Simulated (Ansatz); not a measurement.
# ClH4NSi + H2 + NH3: a complex and its separated parts, part 2 of 3

Ansatz 0.2.0, Gaussian basis. The steps go on from the part before.

**11. B3LYP-D4/def2-TZVPP**

The inputs:

parta/in.yaml

```yaml
crystal:
  periodic: [false, false, false]
  atoms:
    - {symbol: Si, position_ang: [-1.690479, -0.265945, 1.041235]}
    - {symbol: H, position_ang: [-2.067719, -0.547746, -0.359815]}
    - {symbol: H, position_ang: [-2.229322, -1.251252, 2.002215]}
    - {symbol: Cl, position_ang: [-2.593903, 1.536723, 1.516252]}
    - {symbol: N, position_ang: [0.006577, -0.279097, 1.153526]}
    - {symbol: H, position_ang: [0.566327, 0.198099, 0.465085]}
    - {symbol: H, position_ang: [0.457433, -0.275977, 2.054474]}
basis:
  gaussian: {orbitals: def2-TZVPP}
hamiltonian: {xc: {name: B3LYP}, dispersion: d4}
```

partb/in.yaml

```yaml
crystal:
  periodic: [false, false, false]
  atoms:
    - {symbol: H, position_ang: [1.115599, -2.458198, -1.437914]}
    - {symbol: H, position_ang: [0.895942, -2.074613, -0.836769]}
basis:
  gaussian: {orbitals: def2-TZVPP}
hamiltonian: {xc: {name: B3LYP}, dispersion: d4}
```

partc/in.yaml

```yaml
crystal:
  periodic: [false, false, false]
  atoms:
    - {symbol: H, position_ang: [2.243466, 1.590307, -1.083032]}
    - {symbol: N, position_ang: [1.302009, 1.226139, -1.162748]}
    - {symbol: H, position_ang: [1.293474, 0.595393, -1.954822]}
    - {symbol: H, position_ang: [0.700596, 2.006168, -1.397588]}
basis:
  gaussian: {orbitals: def2-TZVPP}
hamiltonian: {xc: {name: B3LYP}, dispersion: d4}
```

The same command starts each run, in its folder.

The run is started by

```sh
> ansatz run in.yaml --threads 8 --pin off --events-out ev --progress --plain --max-ram 19148MiB
```

Output in parta, shortened:

```text
Functional definition: B3LYP
  name "B3LYP"
  cite "Stephens, Devlin, Chabalowski & Frisch, J. Phys. Chem. 98, 11623 (1994) doi:10.1021/j100096a001"
  cite "Becke, Phys. Rev. A 38, 3098 (1988) doi:10.1103/PhysRevA.38.3098"
  cite "Lee, Yang & Parr, Phys. Rev. B 37, 785 (1988) doi:10.1103/PhysRevB.37.785"
  cite "Vosko, Wilk & Nusair, Can. J. Phys. 58, 1200 (1980) doi:10.1139/p80-159"
[...]
995 factors; their error is unknown
[...]
mean field -21960.16235078 eV, -807.0210812584 hartree, gradient 1.3e-5 eV, S^2 0.000000; 0 other end points of the search recorded, 0 dependent functions left out
reference -21960.16259223 eV, -807.0210901317 hartree; 21, 21 occupied and 150, 150 virtual orbitals, 995 factors
Total energy: -21960.37254321 eV, -807.0288056878 hartree
```

partb printed, shortened:

```text
[... 6 set-up lines as earlier in the session ...]
[...]
118 factors; their error is unknown
[...]
mean field -32.10922748 eV, -1.1799923456 hartree, gradient 4.6e-5 eV, S^2 0.000000; 0 other end points of the search recorded, 0 dependent functions left out
reference -32.10936959 eV, -1.1799975678 hartree; 1, 1 occupied and 27, 27 virtual orbitals, 118 factors
Total energy: -32.11252067 eV, -1.1801133681 hartree
```

Log of partc, shortened:

```text
[... 6 set-up lines as earlier in the session ...]
[...]
332 factors; their error is unknown
[...]
mean field -1539.85469697 eV, -56.5886163627 hartree, gradient 1.5e-5 eV, S^2 0.000000; 0 other end points of the search recorded, 0 dependent functions left out
reference -1539.85483659 eV, -56.5886214935 hartree; 5, 5 occupied and 68, 68 virtual orbitals, 332 factors
Total energy: -1539.87289742 eV, -56.5892852169 hartree
```

They took 0.86 s (parta), 0.1 s (partb), 0.2 s (partc) on 8 threads of Arm Neoverse V1, shared host.

**12. r2SCAN0-D4/def2-TZVPP**

Each input of step 11 (parta, partb, partc) changes in the same lines:

```diff
-hamiltonian: {xc: {name: B3LYP}, dispersion: d4}
+hamiltonian: {xc: {name: r2SCAN0}, dispersion: d4}
```

One command serves all of them, each in its own folder.

The run is started by

```sh
> ansatz run in.yaml --threads 8 --pin off --events-out ev --progress --plain --max-ram 19148MiB
```

Output in parta, shortened:

```text
Functional definition: r2SCAN0
  name "r2SCAN0"
  cite "Bursch, Neugebauer, Ehlert & Grimme, J. Chem. Phys. 156, 134105 (2022) doi:10.1063/5.0086040"
[... 3 set-up lines as earlier in the session ...]
[...]
1007 factors; their error is unknown
[...]
mean field -21956.30736628 eV, -806.8794131911 hartree, gradient 3.9e-5 eV, S^2 0.000000; 0 other end points of the search recorded, 0 dependent functions left out
reference -21956.30737450 eV, -806.8794134933 hartree; 21, 21 occupied and 150, 150 virtual orbitals, 1007 factors
Total energy: -21956.34248759 eV, -806.8807038754 hartree
```

partb printed, shortened:

```text
[... 6 set-up lines as earlier in the session ...]
[...]
118 factors; their error is unknown
[...]
mean field -31.85186829 eV, -1.1705345697 hartree, gradient 1.4e-5 eV, S^2 0.000000; 0 other end points of the search recorded, 0 dependent functions left out
reference -31.85187342 eV, -1.1705347581 hartree; 1, 1 occupied and 27, 27 virtual orbitals, 118 factors
Total energy: -31.85241479 eV, -1.1705546532 hartree
```

Output in partc, shortened:

```text
[... 6 set-up lines as earlier in the session ...]
[...]
332 factors; their error is unknown
[...]
mean field -1538.56924665 eV, -56.5413769348 hartree, gradient 3.7e-5 eV, S^2 0.000000; 0 other end points of the search recorded, 0 dependent functions left out
reference -1538.56925174 eV, -56.5413771217 hartree; 5, 5 occupied and 68, 68 virtual orbitals, 332 factors
Total energy: -1538.57225306 eV, -56.5414874181 hartree
```

They took 1.6 s (parta), 0.3 s (partb), 0.45 s (partc) on 8 threads of Arm Neoverse V1, shared host.

**13. BHLYP-D4/def2-TZVPP**

Each input of step 12 (parta, partb, partc) changes in the same lines:

```diff
-hamiltonian: {xc: {name: r2SCAN0}, dispersion: d4}
+hamiltonian: {xc: {name: BHLYP}, dispersion: d4}
```

Each run has its own folder and the same command.

The run is started by

```sh
> ansatz run in.yaml --threads 8 --pin off --events-out ev --progress --plain --max-ram 19148MiB
```

Output in parta, shortened:

```text
Functional definition: BHLYP
  name "BHLYP"
  cite "Becke, J. Chem. Phys. 98, 1372 (1993) doi:10.1063/1.464304"
[... 2 set-up lines as earlier in the session ...]
[...]
1059 factors; their error is unknown
[...]
mean field -21958.23995700 eV, -806.9504345902 hartree, gradient 2.8e-5 eV, S^2 0.000000; 0 other end points of the search recorded, 0 dependent functions left out
reference -21958.24012233 eV, -806.9504406659 hartree; 21, 21 occupied and 150, 150 virtual orbitals, 1059 factors
Total energy: -21958.40413484 eV, -806.9564680145 hartree
```

Log of partb, shortened:

```text
[... 5 set-up lines as earlier in the session ...]
[...]
118 factors; their error is unknown
[...]
mean field -31.83805363 eV, -1.1700268903 hartree, gradient 5.6e-5 eV, S^2 0.000000; 0 other end points of the search recorded, 0 dependent functions left out
reference -31.83814919 eV, -1.1700304021 hartree; 1, 1 occupied and 27, 27 virtual orbitals, 118 factors
Total energy: -31.83989278 eV, -1.1700944780 hartree
```

Log of partc, shortened:

```text
[... 5 set-up lines as earlier in the session ...]
[...]
346 factors; their error is unknown
[...]
mean field -1538.73562493 eV, -56.5474912237 hartree, gradient 7.6e-5 eV, S^2 0.000000; 0 other end points of the search recorded, 0 dependent functions left out
reference -1538.73572158 eV, -56.5474947754 hartree; 5, 5 occupied and 68, 68 virtual orbitals, 346 factors
Total energy: -1538.74642173 eV, -56.5478879989 hartree
```

Times: 0.96 s (parta), 0.1 s (partb), 0.2 s (partc) on 8 threads of Arm Neoverse V1, shared host.

**14. CAM-B3LYP-D4/def2-TZVPP**

The same edit goes into each in.yaml of step 13 (parta, partb, partc):

```diff
-hamiltonian: {xc: {name: BHLYP}, dispersion: d4}
+hamiltonian: {xc: {name: CAM-B3LYP}, dispersion: d4}
```

The same command starts each run, in its folder.

The run is started by

```sh
> ansatz run in.yaml --threads 8 --pin off --events-out ev --progress --plain --max-ram 19148MiB
```

Log of parta, shortened:

```text
Functional definition: CAM-B3LYP
  name "CAM-B3LYP"
  cite "Yanai, Tew & Handy, Chem. Phys. Lett. 393, 51 (2004) doi:10.1016/j.cplett.2004.06.011"
  cite "Iikura, Tsuneda, Yanai & Hirao, J. Chem. Phys. 115, 3540 (2001) doi:10.1063/1.1383587"
[... 2 set-up lines as earlier in the session ...]
[...]
  # Exact exchange under (alpha + beta erf(omega r))/r, Becke's under what is left of 1/r.
[...]
995 factors; their error is unknown
231 factors; integrals over basis functions are off by at most 1.2e-5 eV
[...]
mean field -21958.97844035 eV, -806.9775733526 hartree, gradient 2.1e-5 eV, S^2 0.000000; 0 other end points of the search recorded, 0 dependent functions left out
reference -21958.97855785 eV, -806.9775776707 hartree; 21, 21 occupied and 150, 150 virtual orbitals, 995 factors
Total energy: -21959.08819798 eV, -806.9816068710 hartree
```

Log of partb, shortened:

```text
[... 6 set-up lines as earlier in the session ...]
[...]
  # Exact exchange under (alpha + beta erf(omega r))/r, Becke's under what is left of 1/r.
[...]
118 factors; their error is unknown
42 factors; integrals over basis functions are off by at most 6.3e-5 eV
[...]
mean field -31.88030413 eV, -1.1715795677 hartree, gradient 6.4e-5 eV, S^2 0.000000; 0 other end points of the search recorded, 0 dependent functions left out
reference -31.88037407 eV, -1.1715821379 hartree; 1, 1 occupied and 27, 27 virtual orbitals, 118 factors
Total energy: -31.88188747 eV, -1.1716377544 hartree
```

Log of partc, shortened:

```text
[... 6 set-up lines as earlier in the session ...]
[...]
  # Exact exchange under (alpha + beta erf(omega r))/r, Becke's under what is left of 1/r.
[...]
332 factors; their error is unknown
102 factors; integrals over basis functions are off by at most 1.3e-5 eV
[...]
mean field -1539.00931928 eV, -56.5575493055 hartree, gradient 6.3e-5 eV, S^2 0.000000; 0 other end points of the search recorded, 0 dependent functions left out
reference -1539.00938737 eV, -56.5575518077 hartree; 5, 5 occupied and 68, 68 virtual orbitals, 332 factors
Total energy: -1539.01811222 eV, -56.5578724402 hartree
```

They took 1 s (parta), 0.15 s (partb), 0.25 s (partc) on 8 threads of Arm Neoverse V1, shared host.

**15. wB97X-V/def2-TZVPP**

Each input of step 14 (parta, partb, partc) changes in the same lines:

```diff
-hamiltonian: {xc: {name: CAM-B3LYP}, dispersion: d4}
+hamiltonian: {xc: {name: wB97X-V}}
```

The same command starts each run, in its folder.

The run is started by

```sh
> ansatz run in.yaml --threads 8 --pin off --events-out ev --progress --plain --max-ram 19148MiB
```

Log of parta, shortened:

```text
Functional definition: wB97X-V
  name "wB97X-V"
  cite "Mardirossian & Head-Gordon, Phys. Chem. Chem. Phys. 16, 9904 (2014) doi:10.1039/C3CP54374A"
[... 2 set-up lines as earlier in the session ...]
[...]
      + integral(e_c_pw_opposite_spin*poly(b97_u_opposite, cos0, cos1)) + vv10(b, c)
992 factors; their error is unknown
207 factors; integrals over basis functions are off by at most 2.8e-5 eV
[...]
mean field -21955.48414377 eV, -806.8491603220 hartree, gradient 7.7e-5 eV, S^2 0.000000; 0 other end points of the search recorded, 0 dependent functions left out
reference -21955.48414202 eV, -806.8491602574 hartree; 21, 21 occupied and 150, 150 virtual orbitals, 992 factors
Total energy: -21955.48414202 eV, -806.8491602574 hartree
```

Log of partb, shortened:

```text
[... 5 set-up lines as earlier in the session ...]
[...]
      + integral(e_c_pw_opposite_spin*poly(b97_u_opposite, cos0, cos1)) + vv10(b, c)
118 factors; their error is unknown
42 factors; integrals over basis functions are off by at most 3.0e-5 eV
[...]
mean field -31.90860065 eV, -1.1726194455 hartree, gradient 8.8e-5 eV, S^2 0.000000; 0 other end points of the search recorded, 0 dependent functions left out
reference -31.90859965 eV, -1.1726194087 hartree; 1, 1 occupied and 27, 27 virtual orbitals, 118 factors
Total energy: -31.90859965 eV, -1.1726194087 hartree
```

Log of partc, shortened:

```text
[... 5 set-up lines as earlier in the session ...]
[...]
      + integral(e_c_pw_opposite_spin*poly(b97_u_opposite, cos0, cos1)) + vv10(b, c)
332 factors; their error is unknown
93 factors; integrals over basis functions are off by at most 8.0e-6 eV
[...]
mean field -1539.14323511 eV, -56.5624706216 hartree, gradient 1.3e-5 eV, S^2 0.000000; 0 other end points of the search recorded, 0 dependent functions left out
reference -1539.14323401 eV, -56.5624705812 hartree; 5, 5 occupied and 68, 68 virtual orbitals, 332 factors
Total energy: -1539.14323401 eV, -56.5624705812 hartree
```

Times: 2.1 s (parta), 0.15 s (partb), 0.35 s (partc) on 8 threads of Arm Neoverse V1, shared host.

**16. wB97M-V/def2-TZVPP**

Each input of step 15 (parta, partb, partc) changes in the same lines:

```diff
-hamiltonian: {xc: {name: wB97X-V}}
+hamiltonian: {xc: {name: wB97M-V}}
```

The same command starts each run, in its folder.

The run is started by

```sh
> ansatz run in.yaml --threads 8 --pin off --events-out ev --progress --plain --max-ram 19148MiB
```

Log of parta, shortened:

```text
Functional definition: wB97M-V
  name "wB97M-V"
  cite "Mardirossian & Head-Gordon, J. Chem. Phys. 144, 214110 (2016) doi:10.1063/1.4952647"
[... 2 set-up lines as earlier in the session ...]
  # Of w^i u^j: cxij and so on, Table III.
[...]
  gx(w, u) = 1 - cx + cx01*u + cx10*w
[...]
      + integral(e_c_pw_mod_opposite_spin*gos(b97_w_opposite, b97_u_opposite)) + vv10(b, c)
992 factors; their error is unknown
207 factors; integrals over basis functions are off by at most 2.8e-5 eV
[...]
mean field -21957.13665473 eV, -806.9098889795 hartree, gradient 8.2e-5 eV, S^2 0.000000; 0 other end points of the search recorded, 0 dependent functions left out
reference -21957.13669748 eV, -806.9098905506 hartree; 21, 21 occupied and 150, 150 virtual orbitals, 992 factors
Total energy: -21957.13669748 eV, -806.9098905506 hartree
```

Log of partb, shortened:

```text
[... 5 set-up lines as earlier in the session ...]
  # Of w^i u^j: cxij and so on, Table III.
[...]
  gx(w, u) = 1 - cx + cx01*u + cx10*w
[...]
      + integral(e_c_pw_mod_opposite_spin*gos(b97_w_opposite, b97_u_opposite)) + vv10(b, c)
118 factors; their error is unknown
42 factors; integrals over basis functions are off by at most 3.0e-5 eV
[...]
mean field -31.60111596 eV, -1.1613195916 hartree, gradient 7.3e-6 eV, S^2 0.000000; 0 other end points of the search recorded, 0 dependent functions left out
reference -31.60114022 eV, -1.1613204831 hartree; 1, 1 occupied and 27, 27 virtual orbitals, 118 factors
Total energy: -31.60114022 eV, -1.1613204831 hartree
```

partc printed, shortened:

```text
[... 5 set-up lines as earlier in the session ...]
  # Of w^i u^j: cxij and so on, Table III.
[...]
  gx(w, u) = 1 - cx + cx01*u + cx10*w
[...]
      + integral(e_c_pw_mod_opposite_spin*gos(b97_w_opposite, b97_u_opposite)) + vv10(b, c)
332 factors; their error is unknown
93 factors; integrals over basis functions are off by at most 8.0e-6 eV
[...]
mean field -1538.84211057 eV, -56.5514044986 hartree, gradient 5.5e-5 eV, S^2 0.000000; 0 other end points of the search recorded, 0 dependent functions left out
reference -1538.84213744 eV, -56.5514054862 hartree; 5, 5 occupied and 68, 68 virtual orbitals, 332 factors
Total energy: -1538.84213744 eV, -56.5514054862 hartree
```

Wall times: 2.3 s (parta), 0.15 s (partb), 0.4 s (partc) on 8 threads of Arm Neoverse V1, shared host.

**17. B2PLYP/def2-TZVPP**

Each input of step 16 (parta, partb, partc) changes in the same lines:

```diff
-hamiltonian: {xc: {name: wB97M-V}}
+hamiltonian: {xc: {name: B2PLYP}}
```

One command serves all of them, each in its own folder.

The run is started by

```sh
> ansatz run in.yaml --threads 8 --pin off --events-out ev --progress --plain --max-ram 19148MiB
```

Log of parta, shortened:

```text
Functional definition: B2PLYP
  name "B2PLYP"
  cite "Grimme, J. Chem. Phys. 124, 034108 (2006) doi:10.1063/1.2148954"
[... 2 set-up lines as earlier in the session ...]
[...]
988 factors; integrals over basis functions are off by at most 1.4e-3 eV
[...]
mean field -21946.32569059 eV, -806.5125933755 hartree, gradient 7.5e-6 eV, S^2 0.000000; 0 other end points of the search recorded, 0 dependent functions left out
11 core orbitals not correlated: weight in the atoms' cores, before any rotation towards them, 1.000 or more for the frozen orbitals, at most 0.000 for the correlated occupied ones
reference -21946.32584492 eV, -806.5125990470 hartree; 10, 10 occupied and 150, 150 virtual orbitals, 988 factors
second order -17.48590131 eV of doubles, -0.00000000 eV of singles
Total energy: -21951.04703828 eV, -806.6860997025 hartree
```

Output in partb, shortened:

```text
[... 5 set-up lines as earlier in the session ...]
[...]
145 factors; integrals over basis functions are off by at most 7.3e-4 eV
[...]
mean field -31.55849333 eV, -1.1597532389 hartree, gradient 1.0e-6 eV, S^2 0.000000; 0 other end points of the search recorded, 0 dependent functions left out
reference -31.55858275 eV, -1.1597565248 hartree; 1, 1 occupied and 27, 27 virtual orbitals, 145 factors
second order -1.02366330 eV of doubles, -0.00000000 eV of singles
Total energy: -31.83497184 eV, -1.1699136366 hartree
```

Log of partc, shortened:

```text
[... 5 set-up lines as earlier in the session ...]
[...]
416 factors; integrals over basis functions are off by at most 1.2e-3 eV
[...]
mean field -1536.38012415 eV, -56.4609281666 hartree, gradient 9.7e-6 eV, S^2 0.000000; 0 other end points of the search recorded, 0 dependent functions left out
1 core orbitals not correlated: weight in the atoms' cores, before any rotation towards them, 1.000 or more for the frozen orbitals, at most 0.000 for the correlated occupied ones
reference -1536.38021437 eV, -56.4609314823 hartree; 4, 4 occupied and 68, 68 virtual orbitals, 416 factors
second order -7.62103303 eV of doubles, -0.00000000 eV of singles
Total energy: -1538.43789329 eV, -56.5365497879 hartree
```

Wall times: 1.3 s (parta), 0.1 s (partb), 0.3 s (partc) on 8 threads of Arm Neoverse V1, shared host.

**18. PBE-QIDH/def2-TZVPP**

The same edit goes into each in.yaml of step 17 (parta, partb, partc):

```diff
-hamiltonian: {xc: {name: B2PLYP}}
+hamiltonian: {xc: {name: PBE-QIDH}}
```

The same command starts each run, in its folder.

The run is started by

```sh
> ansatz run in.yaml --threads 8 --pin off --events-out ev --progress --plain --max-ram 19148MiB
```

Log of parta, shortened:

```text
Functional definition: PBE-QIDH
  name "PBE-QIDH"
  cite "Brémond, Sancho-García, Pérez-Jiménez & Adamo, J. Chem. Phys. 141, 031101 (2014) doi:10.1063/1.4890314"
[... 1 set-up line as earlier in the session ...]
[...]
988 factors; integrals over basis functions are off by at most 1.4e-3 eV
[...]
mean field -21939.70777406 eV, -806.2693894286 hartree, gradient 1.9e-6 eV, S^2 0.000000; 0 other end points of the search recorded, 0 dependent functions left out
11 core orbitals not correlated: weight in the atoms' cores, before any rotation towards them, 1.000 or more for the frozen orbitals, at most 0.000 for the correlated occupied ones
reference -21939.70778551 eV, -806.2693898493 hartree; 10, 10 occupied and 150, 150 virtual orbitals, 988 factors
second order -16.25122620 eV of doubles, -0.00000000 eV of singles
Total energy: -21945.12486091 eV, -806.4684636984 hartree
```

Log of partb, shortened:

```text
[... 4 set-up lines as earlier in the session ...]
[...]
145 factors; integrals over basis functions are off by at most 7.3e-4 eV
[...]
mean field -31.52725293 eV, -1.1586051752 hartree, gradient 1.4e-6 eV, S^2 0.000000; 0 other end points of the search recorded, 0 dependent functions left out
reference -31.52725935 eV, -1.1586054111 hartree; 1, 1 occupied and 27, 27 virtual orbitals, 145 factors
second order -0.95920495 eV of doubles, -0.00000000 eV of singles
Total energy: -31.84699433 eV, -1.1703554550 hartree
```

Output in partc, shortened:

```text
[... 4 set-up lines as earlier in the session ...]
[...]
416 factors; integrals over basis functions are off by at most 1.2e-3 eV
[...]
mean field -1535.33271501 eV, -56.4224365907 hartree, gradient 2.1e-6 eV, S^2 0.000000; 0 other end points of the search recorded, 0 dependent functions left out
1 core orbitals not correlated: weight in the atoms' cores, before any rotation towards them, 1.000 or more for the frozen orbitals, at most 0.000 for the correlated occupied ones
reference -1535.33272178 eV, -56.4224368394 hartree; 4, 4 occupied and 68, 68 virtual orbitals, 416 factors
second order -7.10230017 eV of doubles, -0.00000000 eV of singles
Total energy: -1537.70015517 eV, -56.5094384117 hartree
```

Wall times: 1.5 s (parta), 0.1 s (partb), 0.3 s (partc) on 8 threads of Arm Neoverse V1, shared host.

**19. RPA on PBE/def2-TZVPP**

Each input of step 18 (parta, partb, partc) changes in the same lines:

```diff
-hamiltonian: {xc: {name: PBE-QIDH}}
+hamiltonian: {xc: pbe}
+correlation: {method: rpa}
```

One command serves all of them, each in its own folder.

The run is started by

```sh
> ansatz run in.yaml --threads 8 --pin off --events-out ev --progress --plain --max-ram 19148MiB
```

Log of parta, shortened:

```text
[... 4 set-up lines as earlier in the session ...]
[...]
988 factors; integrals over basis functions are off by at most 1.4e-3 eV
[...]
mean field -21947.82482032 eV, -806.5676853769 hartree, gradient 7.0e-7 eV, S^2 0.000000; 0 other end points of the search recorded, 0 dependent functions left out
11 core orbitals not correlated: weight in the atoms' cores, before any rotation towards them, 1.000 or more for the frozen orbitals, at most 0.000 for the correlated occupied ones
reference -21913.59868508 eV, -805.3098981059 hartree; 10, 10 occupied and 150, 150 virtual orbitals, 988 factors
Total energy: -21938.00973401 eV, -806.2069876078 hartree
```

Log of partb, shortened:

```text
[... 4 set-up lines as earlier in the session ...]
[...]
145 factors; integrals over basis functions are off by at most 7.3e-4 eV
[...]
mean field -31.73221635 eV, -1.1661374419 hartree, gradient 1.4e-6 eV, S^2 0.000000; 0 other end points of the search recorded, 0 dependent functions left out
reference -30.80640294 eV, -1.1321144266 hartree; 1, 1 occupied and 27, 27 virtual orbitals, 145 factors
Total energy: -32.86230503 eV, -1.2076674348 hartree
```

Log of partc, shortened:

```text
[... 4 set-up lines as earlier in the session ...]
[...]
416 factors; integrals over basis functions are off by at most 1.2e-3 eV
[...]
mean field -1537.73151391 eV, -56.5105908245 hartree, gradient 7.1e-6 eV, S^2 0.000000; 0 other end points of the search recorded, 0 dependent functions left out
1 core orbitals not correlated: weight in the atoms' cores, before any rotation towards them, 1.000 or more for the frozen orbitals, at most 0.000 for the correlated occupied ones
reference -1529.64067255 eV, -56.2132578885 hartree; 4, 4 occupied and 68, 68 virtual orbitals, 416 factors
Total energy: -1540.11754710 eV, -56.5982759267 hartree
```

They took 1.3 s (parta), 0.1 s (partb), 0.25 s (partc) on 8 threads of Arm Neoverse V1, shared host.

[end of part 2 of 3]
